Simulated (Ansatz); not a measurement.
The system is TaTl.

```
CELL_PARAMETERS angstrom
3.62212 0.00000 0.00000
0.00000 3.62212 0.00000
0.00000 0.00000 3.62212
ATOMIC_POSITIONS crystal
Ta 0.00000 0.00000 0.00000
Tl 0.50000 0.50000 0.50000
```

The cell was built by a generator and needn't be a form met in nature.

Base run:

```yaml
Program: Ansatz 0.2.0
Functional: PBE
Potentials_or_basis: Ansatz PAW
Cutoff: 420 eV
Density_cutoff: 1680 eV
k_mesh: 7 × 7 × 7
Occupations: fermi-dirac, width 0.05 eV
Spin: no spin polarisation
```

Its results: band gap on the k mesh none (metal or under the smearing width); pressure -13.5 GPa.

Problem. The run is repeated on the same cell with these changes: functional from PBE to BLYP. What comes out?

Solution. Band gap on the k mesh none (metal or under the smearing width); pressure -8.1 GPa.

BLYP binds less tightly than PBE, so the same cell stands under more pressure.

Caveats: the potentials were made for another functional, which shifts forces and pressure (some runs); the PAW data sets come from PBE, with cores solved anew for the run's functional, which leaves a small shift of forces and pressure (some runs).

Not every run made on this cell is shown here.
